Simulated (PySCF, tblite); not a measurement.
# C₅H₁₃BrSi₂: geometry, infrared bands and NMR shifts

Wanted: the infrared bands and NMR shifts of C₅H₁₃BrSi₂ (`C=C[C@@H](C)[Si@@H](Br)C[SiH3]`), by calculation.

Computed with tblite 0.8.0 and PySCF 2.14.0, with density-fitted response routines of our own, on a single molecule in the gas phase. Atoms count from 0, in the outputs and in this text.

### Step 1. Starting geometry

21 atoms, charge 0, multiplicity 1; geometry from: force field or distance geometry start.

Bonds of the start (Å): C0–C1 1.33, C1–C2 1.53, C2–C3 1.54, C2–Si4 1.92, Si4–Br5 2.23, Si4–C6 1.86, C6–Si7 1.84, C0–H8 1.09, C0–H9 1.08, C1–H10 1.10, C2–H11 1.09, C3–H12 1.11, C3–H13 1.10, C3–H14 1.10, Si4–H15 1.49, C6–H16 1.09, C6–H17 1.10, Si7–H18 1.48, Si7–H19 1.48, Si7–H20 1.49.

### Step 2. Geometry optimisation with GFN2-xTB

The job: settings as JSON, then the geometry in Å.

```
{"job": {"kind": "relax", "xc": "GFN2-xTB", "basis": "xTB"}, "charge": 0, "multiplicity": 1}
C     -1.738400     0.877300    -1.586500
C     -1.701200     0.388600    -0.351800
C     -0.585600     0.695900     0.653800
C     -1.194300     1.414200     1.866300
Si     0.466200    -0.840000     1.108700
Br    -0.837100    -2.296100     2.180300
C      1.159100    -1.712700    -0.379600
Si     2.455100    -0.618800    -1.102400
H     -2.564800     0.626300    -2.248100
H     -0.987100     1.547900    -1.965900
H     -2.507100    -0.271100    -0.011700
H      0.102000     1.406000     0.193300
H     -1.923700     0.776800     2.411600
H     -0.409000     1.685900     2.589200
H     -1.714700     2.334500     1.579000
H      1.539100    -0.435400     2.058900
H      0.372900    -1.932400    -1.101200
H      1.598700    -2.678900    -0.080900
H      3.040300    -1.273100    -2.294200
H      3.549600    -0.360300    -0.133900
H      1.871100     0.682300    -1.534200
```

The run is started by

```console
> OMP_NUM_THREADS=1 python probes_run.py task.json out
```

The driver reads the jobs from task.json and runs them one after another.

What it wrote:

```text
step      E/eV     max force
  0    -676.97253    1.885
  1    -677.06186    0.667
  2    -677.08566    0.357
  3    -677.09568    0.291
  4    -677.10447    0.267
  5    -677.11396    0.231
  6    -677.12245    0.197
  7    -677.12717    0.148
  8    -677.13092    0.163
  9    -677.13417    0.130
 10    -677.13720    0.140
 11    -677.13973    0.114
 12    -677.14195    0.125
 13    -677.14401    0.137
 14    -677.14604    0.118
 15    -677.14796    0.121
 16    -677.14957    0.102
 17    -677.15089    0.083
 18    -677.15222    0.094
 19    -677.15376    0.098
 20    -677.15546    0.096
 21    -677.15710    0.092
 22    -677.15860    0.085
 23    -677.16000    0.089
 24    -677.16130    0.093
 25    -677.16243    0.074
 26    -677.16331    0.063
 27    -677.16402    0.077
 28    -677.16472    0.084
 29    -677.16548    0.080
 30    -677.16620    0.064
 31    -677.16679    0.052
 32    -677.16730    0.055
 33    -677.16780    0.057
 34    -677.16830    0.056
 35    -677.16872    0.048
 36    -677.16905    0.042
 37    -677.16935    0.041
 38    -677.16967    0.041
 39    -677.16996    0.038
 40    -677.17019    0.035
 41    -677.17037    0.031
 42    -677.17055    0.036
 43    -677.17079    0.049
 44    -677.17109    0.052
 45    -677.17140    0.043
 46    -677.17169    0.049
 47    -677.17194    0.048
 48    -677.17217    0.035
 49    -677.17238    0.031
 50    -677.17260    0.043
 51    -677.17285    0.056
 52    -677.17312    0.052
 53    -677.17336    0.035
 54    -677.17357    0.042
 55    -677.17380    0.053
 56    -677.17409    0.050
 57    -677.17441    0.053
 58    -677.17474    0.041
 59    -677.17509    0.043
 60    -677.17546    0.066
 61    -677.17585    0.065
 62    -677.17615    0.035
 63    -677.17631    0.025
 64    -677.17644    0.038
 65    -677.17660    0.052
 66    -677.17677    0.045
 67    -677.17691    0.024
 68    -677.17698    0.039
 69    -677.17706    0.036
 70    -677.17713    0.030
 71    -677.17725    0.015
 72    -677.17728    0.015
 73    -677.17734    0.015
 74    -677.17740    0.020
 75    -677.17748    0.019
 76    -677.17755    0.018
 77    -677.17760    0.018
 78    -677.17764    0.016
 79    -677.17769    0.014
 80    -677.17774    0.013
 81    -677.17778    0.012
 82    -677.17782    0.015
 83    -677.17786    0.017
 84    -677.17790    0.014
 85    -677.17792    0.009
```

Wall time 1.6 s (1 thread of Arm Neoverse N1, shared host); peak memory 0.18 GiB.

The steps of the relaxation: (not every step is listed)

| step | energy from step 0 (eV) | largest force (eV/Å) |
| --- | --- | --- |
| 0 | 0.0000 | 1.8854 |
| 1 | -0.0893 | 0.6674 |
| 2 | -0.1131 | 0.3570 |
| 3 | -0.1232 | 0.2912 |
| 4 | -0.1319 | 0.2670 |
| 5 | -0.1414 | 0.2311 |
| 6 | -0.1499 | 0.1970 |
| 7 | -0.1546 | 0.1477 |
| 8 | -0.1584 | 0.1632 |
| 15 | -0.1754 | 0.1214 |
| 22 | -0.1861 | 0.0852 |
| 29 | -0.1929 | 0.0798 |
| 36 | -0.1965 | 0.0415 |
| 43 | -0.1983 | 0.0493 |
| 50 | -0.2001 | 0.0430 |
| 57 | -0.2019 | 0.0530 |
| 64 | -0.2039 | 0.0383 |
| 71 | -0.2047 | 0.0149 |
| 78 | -0.2051 | 0.0156 |
| 80 | -0.2052 | 0.0128 |
| 81 | -0.2052 | 0.0124 |
| 82 | -0.2053 | 0.0145 |
| 83 | -0.2053 | 0.0172 |
| 84 | -0.2054 | 0.0142 |
| 85 | -0.2054 | 0.0092 |

Close pairs (by a distance rule), those that changed most:

| bond | before (Å) | after (Å) | change (Å) |
| --- | --- | --- | --- |
| C6–Si7 | 1.844 | 1.902 | +0.058 |
| C1–C2 | 1.533 | 1.493 | -0.040 |
| Si4–C6 | 1.859 | 1.888 | +0.029 |
| Si4–H15 | 1.489 | 1.462 | -0.027 |
| Si7–H20 | 1.490 | 1.464 | -0.026 |
| C3–H12 | 1.112 | 1.089 | -0.023 |
| Si7–H19 | 1.484 | 1.465 | -0.019 |
| Si7–H18 | 1.480 | 1.462 | -0.018 |

The final coordinates are the input of the step that follows.

### Step 3. Infrared spectrum with GFN2-xTB

The job: settings as JSON, then the geometry in Å.

```
{"job": {"kind": "ir", "xc": "GFN2-xTB", "basis": "xTB"}, "charge": 0, "multiplicity": 1}
C     -1.594488     0.686885    -1.579561
C     -1.673497     0.450056    -0.282334
C     -0.617587     0.794687     0.715890
C     -1.232728     1.400558     1.976459
Si     0.396963    -0.772329     1.123520
Br    -1.001668    -2.234832     2.074605
C      1.135539    -1.586903    -0.411092
Si     2.513187    -0.589888    -1.262747
H     -2.380566     0.403211    -2.258089
H     -0.742804     1.182547    -2.018029
H     -2.543908    -0.048135     0.126384
H      0.068635     1.522110     0.271511
H     -1.912149     0.695837     2.453654
H     -0.458923     1.667000     2.694393
H     -1.796809     2.299361     1.731159
H      1.379206    -0.506800     2.173267
H      0.339307    -1.779427    -1.132072
H      1.532414    -2.562387    -0.128365
H      3.050186    -1.370220    -2.376388
H      3.568009    -0.308633    -0.285825
H      1.962760     0.674245    -1.755629
```

What it wrote:

```text
mode    cm-1     km/mol
  1      33.3      0.72
  2      50.9      1.23
  3      66.7      0.05
  4      85.1      2.25
  5      97.3      7.04
  6     104.3      2.42
  7     150.7      2.50
  8     167.0      0.68
  9     226.3      0.58
 10     259.3     11.70
 11     283.6      2.06
 12     309.9      2.41
 13     408.1     23.63
 14     467.5      8.02
 15     494.0     16.52
 16     522.8     36.16
 17     601.2     25.85
 18     622.1     30.60
 19     663.0    230.66
 20     689.2     78.52
 21     713.3    143.69
 22     750.2    133.67
 23     783.9    194.16
 24     789.2    235.43
 25     797.0    530.79
 26     836.8     89.99
 27     886.3     11.94
 28     910.8     19.39
 29     984.8      4.03
 30    1017.8      5.34
 31    1024.2      7.92
 32    1034.0     26.06
 33    1096.0      5.83
 34    1142.7    146.48
 35    1167.1     21.51
 36    1216.1     11.50
 37    1274.6      1.64
 38    1309.9      1.53
 39    1418.8      3.96
 40    1423.1      3.08
 41    1443.8      0.51
 42    1502.6      2.87
 43    1514.0      5.33
 44    1705.6     17.20
 45    2252.3    144.90
 46    2260.3    222.83
 47    2272.3    414.03
 48    2281.8    361.69
 49    2932.6     38.43
 50    2964.9     22.10
 51    2978.6     19.87
 52    3012.7     41.12
 53    3018.3     32.57
 54    3026.6     22.88
 55    3052.7     33.36
 56    3093.1     31.77
 57    3124.5     41.59
```

Wall time 2 s (1 thread of Arm Neoverse N1, shared host); peak memory 0.18 GiB.

The strongest bands and the atoms that carry them (share of the mass-weighted mode):

| cm⁻¹ | km/mol | atoms |
| --- | --- | --- |
| 663 | 230.7 | H15 76 % |
| 784 | 194.2 | H18 55 %, H19 20 %, H20 19 % |
| 789 | 235.4 | H19 42 %, H20 40 %, H18 12 % |
| 797 | 530.8 | H20 30 %, H19 29 %, H18 20 %, Si7 16 % |
| 1143 | 146.5 | H17 40 %, H16 31 %, C6 27 % |
| 2260 | 222.8 | H20 90 % |
| 2272 | 414.0 | H15 82 %, H19 11 % |
| 2282 | 361.7 | H18 93 % |

### Step 4. NMR shieldings: PBE0/pcSseg-1

Settings changed since step 3:

```diff
@@ -1,2 +1,2 @@
-{"job": {"kind": "ir", "xc": "GFN2-xTB", "basis": "xTB"}, "charge": 0, "multiplicity": 1}
+{"job": {"kind": "nmr", "xc": "PBE0", "basis": "pcSseg-1"}, "charge": 0, "multiplicity": 1}
 C     -1.594488     0.686885    -1.579561
```

Level: GIAO PBE0/pcSseg-1 NMR shielding, non-relativistic, gas phase.

What it wrote:

```text
coarse grid: 78192 points
cycle   1  E = -3350.3611341702  dE = -6.722e-01  |g| = 8.173e-01  |ddm| = 4.149e+00
cycle   2  E = -3350.3560277605  dE =  5.106e-03  |g| = 5.889e-01  |ddm| = 8.817e-01
cycle   3  E = -3350.4226371305  dE = -6.661e-02  |g| = 1.526e-01  |ddm| = 6.075e-01
cycle   4  E = -3350.4286704238  dE = -6.033e-03  |g| = 2.848e-02  |ddm| = 1.659e-01
cycle   5  E = -3350.4288333831  dE = -1.630e-04  |g| = 9.550e-03  |ddm| = 3.558e-02
cycle   6  E = -3350.4288572239  dE = -2.384e-05  |g| = 1.481e-03  |ddm| = 1.045e-02
cycle   7  E = -3350.4288574972  dE = -2.733e-07  |g| = 9.054e-04  |ddm| = 2.096e-03
final grid: 162808 points
cycle   8  E = -3350.4287900504  dE =  1.681e-07  |g| = 1.556e-03  |ddm| = 4.166e-03
cycle   9  E = -3350.4287887405  dE =  1.310e-06  |g| = 2.734e-03  |ddm| = 3.583e-03
cycle  10  E = -3350.4287906663  dE = -1.926e-06  |g| = 1.168e-04  |ddm| = 2.283e-03
cycle  11  E = -3350.4287906691  dE = -2.879e-09  |g| = 9.099e-06  |ddm| = 1.036e-04
cycle  12  E = -3350.4287906691  dE = -7.276e-12  |g| = 5.237e-06  |ddm| = 1.864e-05
converged SCF energy = -3350.4287906691

GIAO shielding tensors (ppm)
atom      isotropic    diamagn.    paramagn.     s11        s22        s33       span
  0 C       66.917     255.955    -189.038    -43.987     85.292    159.448    203.435
  1 C       38.259     259.612    -221.353    -83.193     45.817    152.152    235.344
  2 C      153.512     252.456     -98.944    142.237    150.267    168.031     25.793
  3 C      169.718     245.356     -75.637    158.217    163.880    187.057     28.840
  4 Si     328.232     880.176    -551.944    269.713    345.049    369.935    100.221
  5 Br    2717.530    3126.951    -409.420   2585.504   2690.758   2876.328    290.824
  6 C      190.227     260.144     -69.917    180.305    190.799    199.578     19.273
  7 Si     427.766     880.167    -452.401    408.425    409.781    465.093     56.668
  8 H       26.380      30.189      -3.809     23.062     25.289     30.789      7.726
  9 H       26.306      33.741      -7.435     22.197     25.836     30.886      8.689
 10 H       25.626      33.422      -7.796     22.461     24.393     30.023      7.562
 11 H       29.787      35.133      -5.346     25.729     29.560     34.071      8.342
 12 H       30.067      29.903       0.164     24.519     31.598     34.083      9.564
 13 H       30.563      29.295       1.269     26.018     27.900     37.772     11.755
 14 H       30.366      28.722       1.644     25.475     27.695     37.928     12.453
 15 H       26.345      30.363      -4.018     22.430     24.811     31.795      9.365
 16 H       31.057      34.416      -3.359     27.020     29.882     36.268      9.248
 17 H       31.488      30.199       1.289     24.808     30.878     38.776     13.969
 18 H       27.664      28.551      -0.887     23.862     25.010     34.120     10.257
 19 H       27.822      29.211      -1.389     24.085     26.167     33.215      9.130
 20 H       27.799      30.723      -2.924     23.408     27.892     32.097      8.688
```

Run time: 1.8 min. Hardware: 1 thread of Arm Neoverse N1, shared host; peak memory 1.2 GiB.

Shifts follow as δ = σ(reference) − σ, with reference shieldings (ppm) from runs at the same level and on the same kind of geometry: 1H TMS 31.72, 13C TMS 186.9, 29Si TMS 349.2, 79Br HBr 2622. The references are single molecules in the gas phase. Atoms listed in one row are averaged.

```
        atoms                                 environment  σ (ppm)  δ (ppm)  δ scaled to CDCl3
           C1                                   alkene CH     38.3    148.7              143.2
           C0                        terminal =CH2 carbon     66.9    120.0              115.2
           C2                 allylic sp3 CH bonded to Si    153.5     33.4               30.7
           C3                               methyl carbon    169.7     17.2               14.9
           C6                      sp3 CH2 bonded to 2 Si    190.2     -3.3               -5.1
          H10                    hydrogen on an alkene CH    25.63     6.09               5.85
           H9          hydrogen on a terminal =CH2 carbon    26.31     5.41               5.21
          H15     hydrogen on a silicon bonded to 2 C, Br    26.35     5.37                  –
           H8          hydrogen on a terminal =CH2 carbon    26.38     5.34               5.14
H18, H19, H20           hydrogen on a silicon bonded to C    27.76     3.96                  –
          H11  hydrogen on an allylic sp3 CH bonded to Si    29.79     1.93               1.93
H12, H13, H14                 hydrogen on a methyl carbon    30.33     1.38               1.41
          H16       hydrogen on an sp3 CH2 bonded to 2 Si    31.06     0.66               0.73
          H17       hydrogen on an sp3 CH2 bonded to 2 Si    31.49     0.23               0.32
          Si4                silicon bonded to 2 C, Br, H    328.2     20.9                  –
          Si7                    silicon bonded to C, 3 H    427.8    -78.6                  –
          Br5                        bromine bonded to Si     2718      -95                  –
```

The scaled column applies a straight-line fit of computed shieldings to shifts measured in CDCl3, with any fitted terms for Cl, Br or S neighbours (root-mean-square error 0.16 ppm for H, 1.9 ppm for C).

The run also stored atomic charges by several schemes (e):

```csv
atoms,Mulliken,IAO,Hirshfeld,ESP fit
C0,-0.14,-0.33,-0.11,-0.45
C1,-0.20,-0.13,-0.04,-0.15
C2,-0.56,-0.37,-0.11,0.16
C3,-0.22,-0.41,-0.12,-0.55
Si4,0.92,0.87,0.35,0.09
Br5,-0.40,-0.29,-0.12,-0.16
C6,-0.85,-0.83,-0.25,-0.35
Si7,0.48,0.61,0.32,0.46
```

Mayer bond orders: C0–C1 1.97, C1–C2 0.99, C2–C3 1.04, C2–Si4 0.85, Si4–Br5 0.89, Si4–C6 0.94, C6–Si7 0.91.

### Step 5. Results

| quantity | value |
| --- | --- |
| strongest single infrared mode (GFN2-xTB) | 797 cm⁻¹, 531 km/mol |
| zero-point energy (GFN2-xTB) | 99.1 kcal/mol |
| 13C shifts against TMS (PBE0/pcSseg-1) | 148.7, 120.0, 33.4, 17.2, -3.3 ppm |
| 1H shifts against TMS (PBE0/pcSseg-1, means over atoms taken as alike) | 6.09, 5.41, 5.37, 5.34, 3.96, 1.93, 1.38, 0.66, 0.23 ppm |
| 29Si shifts against TMS (PBE0/pcSseg-1) | 20.9, -78.6 ppm |
| 79Br shifts against HBr (PBE0/pcSseg-1) | -95 ppm |

What this shows: The optimisation took 85 steps and gained 0.205 eV; among the close pairs (by a distance rule), C6–Si7 changed most, from 1.844 to 1.902 Å. All 57 modes are real, so the xTB geometry is a minimum. The strongest single mode, at 797 cm⁻¹, is carried by H20, H19, H18, Si7. Unscaled tight-binding wavenumbers are off by several per cent, some by more. Its intensities can rank the bands wrongly. C1 (alkene CH) lies farthest downfield among carbon, at 148.7 ppm; as expected for a trigonal carbon in a double bond. The most deshielded hydrogen is H10 (hydrogen on an alkene CH), at 6.09 ppm: attached to an sp2 carbon and in the plane of the double bond. At PBE0/pcSseg-1: Shielding is most anisotropic at Br5 (span 291 ppm, paramagnetic term -409 ppm). Spin-orbit coupling is left out, which matters for shieldings and couplings at and beside the heavy atoms.
